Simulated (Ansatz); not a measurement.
# AlClH4O2: the cost of one run

All numbers below are computed with Ansatz 0.2.0 (RKS PBE0/6-31G*).

**1. The starting structure**

Bond lengths: Al1–O3 1.780 Å, O3–H4 1.010 Å, Al1–O5 1.780 Å, O5–H6 1.010 Å, Al1–Cl7 2.530 Å. Angles: Al1–O3–H4 109.5°, O3–Al1–O5 120.0°, O3–Al1–Cl7 96.8°, O5–Al1–Cl7 101.3°, Al1–O5–H6 109.5°.

As a file:

```xyz
8

Al    0.0000    0.0000    0.0000
H     0.0000    0.0000    1.9100
O     1.5415    0.0000   -0.8900
H     1.8414   -0.9519   -1.0449
O    -1.5415    0.0000   -0.8900
H    -2.0512   -0.8467   -0.6815
Cl    0.1134    2.3983    0.7978
H     0.0464    0.9821    1.9502
```

**2. A restrained relaxation towards end A**

Springs on the bonds that form and break draw the guess towards this end; the thresholds are loose.

File input.yaml:

```yaml
crystal:
  periodic: [false, false, false]
  atoms:
    - { symbol: Al, position_ang: [0.0, 0.0, 0.0] }
    - { symbol: H, position_ang: [0.0, 0.0, 1.91] }
    - { symbol: O, position_ang: [1.5415, 0.0, -0.89] }
    - { symbol: H, position_ang: [1.8414, -0.9519, -1.0449] }
    - { symbol: O, position_ang: [-1.5415, 0.0, -0.89] }
    - { symbol: H, position_ang: [-2.0512, -0.8467, -0.6815] }
    - { symbol: Cl, position_ang: [0.1134, 2.3983, 0.7978] }
    - { symbol: H, position_ang: [0.0464, 0.9821, 1.9502] }
basis:
  gaussian: { orbitals: "6-31G*" }
hamiltonian:
  xc: pbe0
relax:
  f_tol: 0.15
  max_steps: 25
  restrain:
    - { distance: [0, 6], at: 3.43, k: 30.0 }
    - { distance: [7, 1], at: 1.86, k: 30.0 }
    - { distance: [0, 1], at: 1.56, k: 30.0 }
    - { distance: [7, 6], at: 1.37, k: 30.0 }
```

Command:

```
$ ansatz run input.yaml --threads 1 --pin off --max-ram 2048MiB --backend cpu --events-out ev --progress --plain --runs-dir out
```

Q: Estimate wall time and peak memory on 1 thread of Arm Neoverse V1, shared host.

About 45 s, with a peak of 0.17 GiB.
